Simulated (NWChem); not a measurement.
# the pair AlH2SF···CuSH: a chain of runs

We compute a single-point energy (singlet CuAlH3S2F, r2SCAN-D3(BJ)/STO-3G), then a single-point energy (singlet AlH2SF, r2SCAN-D3(BJ)/STO-3G), then the energy (singlet CuSH, r2SCAN-D3(BJ)/STO-3G), then a single-point energy (singlet AlH2SF, r2SCAN-D3(BJ)/STO-3G), then the energy (singlet CuSH, r2SCAN-D3(BJ)/STO-3G) of AlCuFH3S2 and its partners. 

The results are computed with NWChem 7.3.0.

## (1) The structure to begin with

CuAlH3S2F has 8 atoms, charge 0, and is taken as a singlet. The two molecules were placed rigidly side by side, at 1.1 times their contact distance; the pair isn't optimised.

Bond lengths: F1–Al2 1.645 Å, Al2–S3 2.169 Å, S6–Cu7 2.117 Å, Al2–H4 1.569 Å, S3–H5 1.345 Å, S6–H8 1.346 Å. Angles: F1–Al2–S3 116.3°, F1–Al2–H4 119.8°, S3–Al2–H4 123.9°, Al2–S3–H5 91.6°, Cu7–S6–H8 93.6°.

## (2) The energy at r2SCAN-D3(BJ)/STO-3G (run 1)

Input file alcufh3s2.nw:

```
start alcufh3s2
title "AlCuFH3S2 r2SCAN"
memory 2200 mb

geometry units angstrom noautosym nocenter noautoz
   F     -1.213480    -1.521060     0.885800
   Al    -0.523880    -0.294360     0.033100
   S      1.526120     0.197340     0.541800
   H     -1.351080     0.445140    -1.076900
   H      1.562320     1.172940    -0.383800
   S     -2.255230     2.303380     3.028210
   Cu    -3.071230     2.088960     1.086280
   H     -1.433090     1.246430     2.890890
end

basis "ao basis" spherical bse
   F library STO-3G
   Al library STO-3G
   S library STO-3G
   H library STO-3G
   Cu library STO-3G
end

dft
   xc r2scan
   disp vdw 4
   grid fine
   convergence energy 1e-08
   maxiter 100
   mulliken
   print low
end

task dft energy
```

Run with:

```
$ nwchem alcufh3s2.nw > alcufh3s2.out
```

The program printed:

```text
Northwest Computational Chemistry Package (NWChem) 7.3.0
             --------------------------------------------------------

           Job information
           ---------------

    nwchem branch   = 7.3.0
    use scalapack   = T
    input           = alcufh3s2.nw
    prefix          = alcufh3s2.
    data base       = ./alcufh3s2.db
    status          = startup
    nproc           =        1

           Memory information
           ------------------

    heap     =     72089598 doubles =      550.0 Mbytes
    stack    =     72089595 doubles =      550.0 Mbytes
    global   =    144179200 doubles =     1100.0 Mbytes (distinct from heap & stack)
    total    =    288358393 doubles =     2200.0 Mbytes
    verify   = yes
    hardfail = no

           Directory information
           ---------------------

  0 permanent = .
  0 scratch   = .

                                NWChem Input Module
                                -------------------

                                 AlCuFH3S2 r2SCAN
                                 ----------------

[... 27 lines left out ...]
            Nuclear Dipole moment (a.u.)
[... 83 lines left out ...]
   convergence    iter        energy       DeltaE   RMS-Dens  Diis-err    time
[... 13 lines left out ...]
      Calculation failed to converge
[... 2 lines left out ...]
         Total DFT energy =    -2748.814570412793
      One electron energy =    -4787.415432668197
           Coulomb energy =     1703.945668468217
    Exchange-Corr. energy =     -148.803237621460
 Nuclear repulsion energy =      483.460717720028
[... 19 lines left out ...]
     -------------------------------------------
      Total Density - Lowdin Population Analysis
     -------------------------------------------

    Atom       Charge   Shell Charges
 -----------   ------   -------------------------------------------------------
    1 F    9     9.19   2.00  1.90  5.29
    2 Al  13    12.43   2.00  1.96  5.70  1.05  1.72
    3 S   16    16.08   2.00  2.00  5.93  1.82  4.33
[... 4 lines of this table left out ...]
    8 H    1     0.98   0.98
 ------------------------------------------------------------------------
 dft energy failed                                                                                  0
 ------------------------------------------------------------------------
 ------------------------------------------------------------------------
  current input line :
    34: task dft energy
 ------------------------------------------------------------------------
 ------------------------------------------------------------------------
 This type of error is most commonly associated with calculations not reaching convergence criteria
 ------------------------------------------------------------------------

0:dft energy failed:Received an Error in Communication
  Errorcode: -1
```

Run time: 63 s. Hardware: 1 thread of Intel Xeon 6975P-C (Granite Rapids), shared host; peak memory 0.12 GiB.

No converged result was reached.

## (3) AlH2SF: the energy at r2SCAN-D3(BJ)/STO-3G (run 2)

Input file geom.nw:

```
start geom
memory stack 880 mb heap 220 mb global 1100 mb

geometry units angstrom noautosym nocenter noautoz
  F    -1.213480   -1.521060    0.885800
  Al   -0.523880   -0.294360    0.033100
  S     1.526120    0.197340    0.541800
  H    -1.351080    0.445140   -1.076900
  H     1.562320    1.172940   -0.383800
end

basis spherical bse
  * library STO-3G
end

dft
  xc r2scan
  mult 1
  disp vdw 4
  grid fine
  convergence energy 1e-08
  iterations 100
  mulliken
  noprint "final vectors analysis"
end

task dft energy
```

Run with:

```
$ nwchem geom.nw > geom.out
```

The program printed:

```text
[...]
          Wavefunction type:  closed shell.
          No. of atoms     :     5
          No. of electrons :    40
[...]
          Charge           :     0
          Spin multiplicity:     1
[...]
          AO basis - number of functions:    25
[...]
              XC Information
              --------------
                      r^2SCAN Method XC Functional
               r^2SCAN metaGGA Exchange Functional  1.000
                     r^2SCAN Correlation Potential  1.000
[...]
 d= 0,ls=0.0,diis     1   -732.7381967535 -8.64D+02  1.17D-01  5.10D-01     0.3
[...]
 d= 0,ls=0.0,diis     9   -732.8755817267 -7.42D-09  2.35D-06  2.46D-09     1.5
         Total DFT energy =     -732.875581726662
      One electron energy =    -1283.917747252133
           Coulomb energy =      476.172416937118
    Exchange-Corr. energy =      -55.892663717305
 Nuclear repulsion energy =      130.763171485156
    Dispersion correction =       -0.000759179499
[...]
      Total Density - Mulliken Population Analysis
     ---------------------------------------------
    Atom       Charge   Shell Charges
 -----------   ------   -------------------------------------------------------
    1 F    9     9.27   2.00  1.96  5.30
    2 Al  13    12.30   2.00  1.98  5.79  1.04  1.49
    3 S   16    16.17   2.00  2.00  5.96  1.91  4.31
    4 H    1     1.23   1.23
    5 H    1     1.03   1.03
[...]
```

It took 2 s on 1 thread of Intel Xeon 6975P-C (Granite Rapids), shared host; peak memory 0.12 GiB.

## (4) CuSH: a single-point energy at r2SCAN-D3(BJ)/STO-3G (run 3)

Input file cuhs.nw:

```
start cuhs
title "CuHS energy"
memory stack 880 mb heap 220 mb global 1100 mb

geometry units bohr noautosym nocenter noautoz
S   -4.26176705   4.35275736   5.72248755
Cu  -5.80378357   3.94756229   2.05277169
H   -2.70814761   2.35541133   5.46299036
end

basis "ao basis" spherical bse
* library STO-3G
end

dft
xc r2scan
disp vdw 4
grid fine
convergence energy 1e-08
maxiter 100
mulliken
print low
end

task dft energy
```

Run with:

```
$ nwchem cuhs.nw > cuhs.out
```

The program printed:

```text
Northwest Computational Chemistry Package (NWChem) 7.3.0
             --------------------------------------------------------

           Job information
           ---------------

    nwchem branch   = 7.3.0
    use scalapack   = T
    input           = cuhs.nw
    prefix          = cuhs.
    data base       = ./cuhs.db
    status          = startup
    nproc           =        1

           Memory information
           ------------------

    heap     =     28835834 doubles =      220.0 Mbytes
    stack    =    115343359 doubles =      880.0 Mbytes
    global   =    144179200 doubles =     1100.0 Mbytes (distinct from heap & stack)
    total    =    288358393 doubles =     2200.0 Mbytes
    verify   = yes
    hardfail = no

           Directory information
           ---------------------

  0 permanent = .
  0 scratch   = .

                                NWChem Input Module
                                -------------------

                                    CuHS energy
                                    -----------

[... 20 lines left out ...]
            Nuclear Dipole moment (a.u.)
[... 75 lines left out ...]
   convergence    iter        energy       DeltaE   RMS-Dens  Diis-err    time
[... 14 lines left out ...]
      Calculation failed to converge
[... 2 lines left out ...]
         Total DFT energy =    -2011.967629397882
      One electron energy =    -3105.667918138579
           Coulomb energy =     1060.785004165142
    Exchange-Corr. energy =      -95.293359359383
 Nuclear repulsion energy =      128.209079693118
[... 11 lines left out ...]
    Atom       Charge   Shell Charges
 -----------   ------   -------------------------------------------------------
    1 S   16    13.55   2.00  1.99  5.91  1.81  1.83
    2 Cu  29    31.94   2.00  2.00  6.00  2.00  5.99  1.85  2.11  9.99
    3 H    1     0.51   0.51

     -------------------------------------------
      Total Density - Lowdin Population Analysis
     -------------------------------------------

    Atom       Charge   Shell Charges
 -----------   ------   -------------------------------------------------------
    1 S   16    13.41   2.00  1.99  5.85  1.64  1.93
    2 Cu  29    31.99   2.00  2.00  6.00  2.00  5.96  1.84  2.21  9.99
    3 H    1     0.60   0.60
 ------------------------------------------------------------------------
 dft energy failed                                                                                  0
 ------------------------------------------------------------------------
 ------------------------------------------------------------------------
  current input line :
    25: task dft energy
 ------------------------------------------------------------------------
 ------------------------------------------------------------------------
 This type of error is most commonly associated with calculations not reaching convergence criteria
 ------------------------------------------------------------------------

0:dft energy failed:Received an Error in Communication
  Errorcode: -1
```

Run time: 16 s. Hardware: 1 thread of Intel Xeon 6975P-C (Granite Rapids), shared host; peak memory 0.12 GiB.

The iterations ended before the threshold was met.

## (5) AlH2SF among ghost functions: the energy at r2SCAN-D3(BJ)/STO-3G (with ghost functions) (run 4)

Input file alfh2s.nw:

```
start alfh2s
title "AlFH2S"
memory stack 880 mb heap 220 mb global 1100 mb

geometry noautosym nocenter noautoz
   F     -1.213480    -1.521060     0.885800
   Al    -0.523880    -0.294360     0.033100
   S      1.526120     0.197340     0.541800
   H     -1.351080     0.445140    -1.076900
   H      1.562320     1.172940    -0.383800
   bqS     -2.255230     2.303380     3.028210
   bqCu    -3.071230     2.088960     1.086280
   bqH     -1.433090     1.246430     2.890890
end

basis "ao basis" spherical bse
   F library STO-3G
   Al library STO-3G
   S library STO-3G
   H library STO-3G
   bqS library S STO-3G
   bqCu library Cu STO-3G
   bqH library H STO-3G
end

dft
   xc r2scan
   disp vdw 4
   grid fine
   convergence energy 1e-08
   iterations 100
   mulliken
   noprint "final vectors analysis"
end

task dft
```

Run with:

```
$ nwchem alfh2s.nw > alfh2s.out
```

The program printed:

```text
[...]
          Wavefunction type:  closed shell.
          No. of atoms     :     8
          No. of electrons :    40
[...]
          Charge           :     0
          Spin multiplicity:     1
[...]
          AO basis - number of functions:    53
[...]
              XC Information
              --------------
                      r^2SCAN Method XC Functional
               r^2SCAN metaGGA Exchange Functional  1.000
                     r^2SCAN Correlation Potential  1.000
[...]
 d= 0,ls=0.0,diis     1   -732.7409733918 -8.64D+02  5.64D-02  5.13D-01     0.8
[...]
 d= 0,ls=0.0,diis     8   -732.8798494533 -2.75D-09  5.08D-06  2.51D-08     4.6
         Total DFT energy =     -732.879849453277
      One electron energy =    -1283.744334708126
           Coulomb energy =      475.977426779633
    Exchange-Corr. energy =      -55.875353830441
 Nuclear repulsion energy =      130.763171485156
    Dispersion correction =       -0.000759179499
[...]
      Total Density - Mulliken Population Analysis
     ---------------------------------------------
    Atom       Charge   Shell Charges
 -----------   ------   -------------------------------------------------------
    1 F    9     9.26   2.00  1.96  5.30
    2 Al  13    12.30   2.00  1.98  5.79  1.04  1.49
    3 S   16    16.17   2.00  2.00  5.96  1.91  4.30
    4 H    1     1.22   1.22
    5 H    1     1.03   1.03
    6 X    0    -0.00  -0.00 -0.00 -0.00 -0.00 -0.00
    7 X    0     0.03   0.00  0.00  0.00  0.00 -0.00  0.01  0.01  0.00
    8 X    0     0.00   0.00
[...]
```

Wall time 5.4 s (1 thread of Intel Xeon 6975P-C (Granite Rapids), shared host); peak memory 0.12 GiB.

## (6) CuSH among ghost functions: a single-point energy at r2SCAN-D3(BJ)/STO-3G (with ghost functions) (run 5)

Input file sp.nw:

```
start sp
title "CuHS energy"
memory 2200 mb
charge 0

geometry units angstroms noautosym nocenter noautoz
S     -2.255230     2.303380     3.028210
Cu    -3.071230     2.088960     1.086280
H     -1.433090     1.246430     2.890890
bqF     -1.213480    -1.521060     0.885800
bqAl    -0.523880    -0.294360     0.033100
bqS      1.526120     0.197340     0.541800
bqH     -1.351080     0.445140    -1.076900
bqH      1.562320     1.172940    -0.383800
end

basis spherical bse
S library STO-3G
Cu library STO-3G
H library STO-3G
bqF library F STO-3G
bqAl library Al STO-3G
bqS library S STO-3G
bqH library H STO-3G
end

dft
xc r2scan
disp vdw 4
grid fine
convergence energy 1e-08
iterations 100
mulliken
print low
end

task dft
```

Run with:

```
$ nwchem sp.nw > sp.out
```

The program printed:

```text
Northwest Computational Chemistry Package (NWChem) 7.3.0
             --------------------------------------------------------

           Job information
           ---------------

    nwchem branch   = 7.3.0
    use scalapack   = T
    input           = sp.nw
    prefix          = sp.
    data base       = ./sp.db
    status          = startup
    nproc           =        1

           Memory information
           ------------------

    heap     =     72089598 doubles =      550.0 Mbytes
    stack    =     72089595 doubles =      550.0 Mbytes
    global   =    144179200 doubles =     1100.0 Mbytes (distinct from heap & stack)
    total    =    288358393 doubles =     2200.0 Mbytes
    verify   = yes
    hardfail = no

           Directory information
           ---------------------

  0 permanent = .
  0 scratch   = .

                                NWChem Input Module
                                -------------------

                                    CuHS energy
                                    -----------

[... 25 lines left out ...]
            Nuclear Dipole moment (a.u.)
[... 121 lines left out ...]
   convergence    iter        energy       DeltaE   RMS-Dens  Diis-err    time
[... 13 lines left out ...]
      Calculation failed to converge
[... 2 lines left out ...]
         Total DFT energy =    -2015.932238403432
      One electron energy =    -3054.885578387672
           Coulomb energy =     1003.679149812713
    Exchange-Corr. energy =      -92.934463209250
 Nuclear repulsion energy =      128.209089138958
[... 19 lines left out ...]
     -------------------------------------------
      Total Density - Lowdin Population Analysis
     -------------------------------------------

    Atom       Charge   Shell Charges
 -----------   ------   -------------------------------------------------------
    1 S   16    15.78   2.00  2.00  5.93  1.75  4.11
    2 Cu  29    29.23   2.00  2.00  6.00  2.00  5.92  1.84  1.80  7.68
    3 H    1     0.98   0.98
[... 4 lines of this table left out ...]
    8 X    0     0.00   0.00
 ------------------------------------------------------------------------
 dft energy failed                                                                                  0
 ------------------------------------------------------------------------
 ------------------------------------------------------------------------
  current input line :
    37: task dft
 ------------------------------------------------------------------------
 ------------------------------------------------------------------------
 This type of error is most commonly associated with calculations not reaching convergence criteria
 ------------------------------------------------------------------------

0:dft energy failed:Received an Error in Communication
  Errorcode: -1
```

Wall time 61 s (1 thread of Intel Xeon 6975P-C (Granite Rapids), shared host); peak memory 0.12 GiB.

No converged result was reached.

## (7) Results

| quantity | value |
| --- | --- |
| AlH2SF: total energy | -732.87558 Eh |
| AlH2SF: dipole moment | 1.08 D |
| AlH2SF: dispersion energy | -1.99 kJ/mol |
| AlH2SF among ghost functions: total energy | -732.87985 Eh |
| AlH2SF among ghost functions: dipole moment | 0.97 D |
| AlH2SF among ghost functions: dispersion energy | -1.99 kJ/mol |
| run 1, r2SCAN-D3(BJ)/STO-3G | no result (not converged) |
| CuSH | no result (not converged) |
| CuSH among ghost functions | no result (not converged) |

Mulliken charges (AlH2SF) run from -0.27 on F1 to +0.70 on Al2. 3 of the 5 runs did not end normally.
